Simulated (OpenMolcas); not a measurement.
# Co⁴⁺ among point charges: CASSCF and CASPT2 levels and susceptibility

How does a field of 6 point charges split the states of Co⁴⁺, and what χT follows?

The numbers are computed with OpenMolcas 26.06 (state-averaged CASSCF and CASPT2, spin-orbit coupling by RASSI with atomic mean-field integrals), except any that are marked as measured or tabulated.

## (1) The system

* Species: Co⁴⁺ (cobalt, Z = 27, 23 electrons)
* Basis: ANO-RCC-VDZP [5s4p2d1f], 34 functions
* Scalar Hamiltonian: DKH2, point nucleus
* Inactive shells: 1s 2s 2p 3s 3p
* Active space: 5 electrons in 5 orbitals (3d)
* Some configurations of this space: 3d⁵
* Orbitals: optimised for each spin and parity, averaged over all roots

The outer shells:

3d5
```
3d [↑ ][↑ ][↑ ][↑ ][↑ ]
```

The ion sits among 6 point charges of -2.2 e arranged as a trigonal prism (D3h), 2.07 Å from the ion, with a polar angle of 46.6° against the regular 49.1°.

The work runs as a chain of OpenMolcas steps in one folder; each step below is one input file. Labels, J, g values, rates, χT and fits are worked out afterwards by a script from the matrices that RASSI stores.

## (2) Basis and integrals

Contents of a.inp:

```
&GATEWAY
Coord
1

Co 0.0 0.0 0.0
Basis=ANO-RCC-VDZP
Group=NoSym
NoMove
AngMom=0.0 0.0 0.0
AMFI
XField
6 Angstrom 0
1.505126 0.000000 1.421089 -2.200000
-0.752563 1.303477 1.421089 -2.200000
-0.752563 -1.303477 1.421089 -2.200000
1.505126 0.000000 -1.421089 -2.200000
-0.752563 1.303477 -1.421089 -2.200000
-0.752563 -1.303477 -1.421089 -2.200000
&SEWARD
```

The run is started by

```bash
$ OMP_NUM_THREADS=1 MOLCAS_MEM=1689 MOLCAS_PROJECT=a pymolcas a.inp > a.log
```

Standard output:

```text
Basis set label: CO.ANO-RCC...5S4P2D1F.

      Electronic valence basis set:
      ------------------
      Associated Effective Charge  27.000000 au
      Associated Actual Charge     27.000000 au
      Nuclear Model: Point charge

      Shell  nPrim  nBasis  Cartesian Spherical Contaminant
         s      21       5        X
         p      15       4        X
         d      10       2                 X
         f       6       1                 X
                  Relativistic Douglas-Kroll-Hess integrals:
                    - DKH order of Hamiltonian: 2
                    - DKH order of Properties : 0
                  Atomic mean-field integrals
```

## (3) CASSCF: sextets, 1 root

Contents of a.inp:

```
&RASSCF
FileOrb=start.orb
Symmetry=1
Spin=6
nActEl=5 0 0
Inactive=9
Ras2=5
CIRoot=1 1 1
SDav=1
CIMx=300
Iter=120 100
PrWF=0.3
OrbListing=Nothing
MaxOrb=0
>>> COPY $Project.JobIph JOB001
```

The run is started by

```bash
$ OMP_NUM_THREADS=1 MOLCAS_MEM=1689 MOLCAS_PROJECT=a pymolcas a.inp > a.log
```

start.orb holds the contracted functions of the basis, ordered by shell, or the orbitals of the step before.

Standard output, shortened:

```text
[...]
      Number of active orbitals                  5
[...]
      Spin quantum number                      2.5
[...]
      Active orbitals                            5
[...]
      Number of CSFs                             1
      Number of root(s) required                 1
[...]
      Convergence after  9 iterations
[...]
      Natural orbitals and occupation numbers for root  1
      sym 1:   1.000000   1.000000   1.000000   1.000000   1.000000
::    RASSCF root number  1 Total energy:  -1401.53558962
```

## (4) CASSCF: quartets, 24 roots

Contents of a.inp:

```
&RASSCF
FileOrb=start.orb
Symmetry=1
Spin=4
nActEl=5 0 0
Inactive=9
Ras2=5
CIRoot=24 24 1
SDav=24
CIMx=300
Iter=120 100
PrWF=0.3
OrbListing=Nothing
MaxOrb=0
>>> COPY $Project.JobIph JOB002
```

The run is started by

```bash
$ OMP_NUM_THREADS=1 MOLCAS_MEM=1689 MOLCAS_PROJECT=a pymolcas a.inp > a.log
```

Standard output, shortened:

```text
[...]
      Number of active orbitals                  5
[...]
      Spin quantum number                      1.5
[...]
      Active orbitals                            5
[...]
      Number of CSFs                            24
      Number of root(s) required                24
[...]
      Convergence after  7 iterations
[...]
      Natural orbitals and occupation numbers for root  1
      sym 1:   1.162202   1.162201   0.837798   0.837799   1.000000
      Natural orbitals and occupation numbers for root  2
      sym 1:   1.162209   1.162209   0.837791   0.837791   1.000000
      Natural orbitals and occupation numbers for root  3
      sym 1:   1.000000   1.004967   1.000000   1.000000   0.995033
::    RASSCF root number  1 Total energy:  -1401.34676109
::    RASSCF root number  2 Total energy:  -1401.34675789
::    RASSCF root number  3 Total energy:  -1401.34425883
[...]
::    RASSCF root number 21 Total energy:  -1401.20963161
::    RASSCF root number 22 Total energy:  -1401.20962838
::    RASSCF root number 23 Total energy:  -1401.20945715
::    RASSCF root number 24 Total energy:  -1401.20945715
```

## (5) Reference wave functions, doublets, 75 roots

Contents of a.inp:

```
&RASSCF
FileOrb=start.orb
Symmetry=1
Spin=2
nActEl=5 0 0
Inactive=9
Ras2=5
CIRoot=75 75 1
SDav=75
CIMx=300
Iter=120 100
PrWF=0.3
OrbListing=Nothing
MaxOrb=0
>>> COPY $Project.JobIph JOB003
```

Standard output, shortened:

```text
[...]
      Number of active orbitals                  5
[...]
      Spin quantum number                      0.5
[...]
      Active orbitals                            5
[...]
      Number of CSFs                            75
      Number of root(s) required                75
[...]
      Convergence after  7 iterations
[...]
      Natural orbitals and occupation numbers for root  1
      sym 1:   1.235750   0.747501   0.747879   0.997815   1.271055
      Natural orbitals and occupation numbers for root  2
      sym 1:   1.271055   0.747501   0.997815   1.235750   0.747879
      Natural orbitals and occupation numbers for root  3
      sym 1:   1.107330   0.824754   0.824754   1.135832   1.107330
::    RASSCF root number  1 Total energy:  -1401.26409730
::    RASSCF root number  2 Total energy:  -1401.26409730
::    RASSCF root number  3 Total energy:  -1401.26375143
[...]
::    RASSCF root number 27 Total energy:  -1401.20763123
::    RASSCF root number 28 Total energy:  -1401.20719064
::    RASSCF root number 29 Total energy:  -1401.20718447
::    RASSCF root number 30 Total energy:  -1401.20581381
```

## (6) State interaction with spin-orbit coupling

Contents of a.inp:

```
&RASSI
NrOfJobIphs=3 1 24 75
1
1 2 3 4 5 6 7 8 9 10 11 12 13 14 15 16 17 18 19 20 21 22 23 24
1 2 3 4 5 6 7 8 9 10 11 12 13 14 15 16 17 18 19 20 21 22 23 24 25 26 27
28 29 30 31 32 33 34 35 36 37 38 39 40 41 42 43 44 45 46 47 48 49 50 51
52 53 54 55 56 57 58 59 60 61 62 63 64 65 66 67 68 69 70 71 72 73 74 75
IphNames
JOB001
JOB002
JOB003
EJob
SpinOrbit
DIPRint=1.0
SOCoupling=1000.0
Subsets=2
Property=9
'ANGMOM' 1 'ANGMOM' 2 'ANGMOM' 3 'MLTPL  1' 1 'MLTPL  1' 2 'MLTPL  1' 3
'AMFI' 1 'AMFI' 2 'AMFI' 3
SOProperty=3
'ANGMOM' 1 'ANGMOM' 2 'ANGMOM' 3
```

Standard output, shortened:

```text
SPIN-FREE ENERGIES:
  (Shifted by EMIN (a.u.) =      -1401.5355896183)
 SF State       Relative EMIN(au)   Rel lowest level(eV)    D:o, cm**(-1)      L_eff
     1             0.0000000000        0.0000000000              0.0000         0.0
     2             0.1888285319        5.1382861165          41443.0724         4.0
     3             0.1888317292        5.1383731189          41443.7742         4.0
     4             0.1913307853        5.2063758988          41992.2536         4.0
     5             0.1913307853        5.2063758988          41992.2536         4.0
     6             0.1914191019        5.2087791165          42011.6368         4.0
     7             0.1914191019        5.2087791165          42011.6368         4.0
     8             0.1916299831        5.2145174859          42057.9199         3.9
     9             0.1916299844        5.2145175208          42057.9202         3.9
    10             0.1932632995        5.2589622909          42416.3914         4.0
[...]
Eigenvalues of complex Hamiltonian:
   -----------------------------------
  (Shifted by EMIN (a.u.) =      -1401.5355896183)
 SO State       Relative EMIN(au)   Rel lowest level(eV)    D:o, cm**(-1)     J-value
     1            -0.0002328984        0.0000000000              0.0000         1.2
     2            -0.0002328984        0.0000000000              0.0000         1.2
     3            -0.0002308228        0.0000564805              0.4555         2.1
     4            -0.0002308228        0.0000564805              0.4555         2.1
     5            -0.0002297894        0.0000846007              0.6824         2.5
     6            -0.0002297894        0.0000846007              0.6824         2.5
     7             0.1880949219        5.1246610604          41333.1789         2.8
     8             0.1880949219        5.1246610604          41333.1789         2.8
     9             0.1883198542        5.1307817798          41382.5459         2.8
    10             0.1883198542        5.1307817798          41382.5459         2.8
    11             0.1885555298        5.1371948396          41434.2707         2.7
[...]
```

Time for these steps: 26 s (1 thread of Arm Neoverse V1, shared host).

Spin-free states, with their symmetry labels:

| state | degeneracy | E (cm-1) | free-ion L (%) |
| --- | --- | --- | --- |
| 6A1 | 1 | 0 | S (100) |
| 4A2 | 1 | 41443 | G (97) |
| 4A1 | 1 | 41444 | G (97) |
| 4E | 2 | 41992 | G (100) |
| 4E | 2 | 42012 | G (99) |
| 4E | 2 | 42058 | G (95) |
| 4A1 | 1 | 42416 | G (100) |
| 4E | 2 | 47490 | P (67) |
| 4A2 | 1 | 48612 | P (100) |
| 4A1 | 1 | 52111 | D (100) |
| 4E | 2 | 52172 | D (96) |
| 4E | 2 | 53469 | D (69) |
| 2E | 2 | 59586 | I (96) |
| 2A1 | 1 | 59662 | I (97) |
| 2A2 | 1 | 59664 | I (97) |
| 2E | 2 | 59795 | I (98) |
| 2A1 | 1 | 59907 | I (99) |
| 2E | 2 | 59987 | I (99) |
| 2E | 2 | 60146 | I (100) |
| doublet | 2 | 60201 | I (100) |
| 2E | 2 | 66707 | D (67) |
| 2E | 2 | 68062 | D (96) |
| 2A1 | 1 | 68410 | D (100) |
| 2A1 | 1 | 68501 | F (92) |

With spin-orbit coupling:

```json
{"E (cm-1)": "0.0", "Degeneracy": "2", "Label": "E1/2", "2S+1": "6", "g": "0.00 0.00 10.01"}
{"E (cm-1)": "0.5", "Degeneracy": "2", "Label": "E3/2", "2S+1": "6", "g": "0.00 0.00 6.01"}
{"E (cm-1)": "0.7", "Degeneracy": "2", "Label": "E1/2", "2S+1": "6", "g": "2.00 6.01 6.01"}
{"E (cm-1)": "41333", "Degeneracy": "2", "Label": "E3/2", "2S+1": "4", "g": "0.00 0.00 11.97"}
{"E (cm-1)": "41383", "Degeneracy": "2", "Label": "E1/2", "2S+1": "4", "g": "0.04 0.04 7.94"}
{"E (cm-1)": "41434", "Degeneracy": "2", "Label": "E1/2", "2S+1": "4", "g": "0.04 0.04 3.94"}
{"E (cm-1)": "41522", "Degeneracy": "2", "Label": "E3/2", "2S+1": "4", "g": "0.00 0.00 0.04"}
{"E (cm-1)": "41917", "Degeneracy": "2", "Label": "E1/2", "2S+1": "4", "g": "0.00 0.00 9.99"}
{"E (cm-1)": "41951", "Degeneracy": "2", "Label": "E1/2", "2S+1": "4", "g": "0.00 0.00 7.00"}
{"E (cm-1)": "41984", "Degeneracy": "2", "Label": "E1/2", "2S+1": "4", "g": "0.02 0.02 2.27"}
{"E (cm-1)": "41998", "Degeneracy": "2", "Label": "E1/2", "2S+1": "4", "g": "0.00 0.00 14.00"}
{"E (cm-1)": "41999", "Degeneracy": "2", "Label": "E1/2", "2S+1": "4", "g": "0.06 0.06 6.78"}
{"E (cm-1)": "42006", "Degeneracy": "2", "Label": "E3/2", "2S+1": "4", "g": "0.00 0.00 3.28"}
{"E (cm-1)": "42019", "Degeneracy": "2", "Label": "E1/2", "2S+1": "4", "g": "0.07 0.07 6.06"}
{"E (cm-1)": "42020", "Degeneracy": "2", "Label": "E3/2", "2S+1": "4", "g": "0.00 0.00 10.01"}
{"E (cm-1)": "42051", "Degeneracy": "2", "Label": "E1/2", "2S+1": "4", "g": "0.16 0.16 0.36"}
{"E (cm-1)": "42063", "Degeneracy": "2", "Label": "E3/2", "2S+1": "4", "g": "0.00 0.00 2.67"}
{"E (cm-1)": "42117", "Degeneracy": "2", "Label": "E1/2", "2S+1": "4", "g": "0.04 4.84 4.84"}
{"E (cm-1)": "42135", "Degeneracy": "2", "Label": "E1/2", "2S+1": "4", "g": "2.33 4.94 4.94"}
{"E (cm-1)": "42405", "Degeneracy": "2", "Label": "E1/2", "2S+1": "4", "g": "1.99 3.94 3.94"}
{"E (cm-1)": "42422", "Degeneracy": "2", "Label": "E3/2", "2S+1": "4", "g": "0.00 0.00 6.00"}
{"E (cm-1)": "46728", "Degeneracy": "2", "Label": "E1/2", "2S+1": "4", "g": "0.00 0.00 7.96"}
{"E (cm-1)": "47084", "Degeneracy": "2", "Label": "E3/2", "2S+1": "4", "g": "0.00 0.00 4.01"}
{"E (cm-1)": "47489", "Degeneracy": "2", "Label": "E1/2", "2S+1": "4", "g": "0.24 0.45 0.45"}
```

The table of states holds 24 of 65 computed; the rest, higher up, is left out. Labels of spin-orbit levels are those of the rotation subgroup (D3 for D3h). Principal g values are given for doublets only; a zero marks a field direction without first-order Zeeman splitting.

Powder χT (cm³ K/mol): 4.37 at 2 K, 4.38 at 5 K, 4.38 at 10 K, 4.38 at 20 K, 4.39 at 50 K, 4.39 at 100 K, 4.39 at 150 K, 4.39 at 200 K, 4.39 at 250 K, 4.39 at 300 K.

(Part 1 of 2 ends here.)
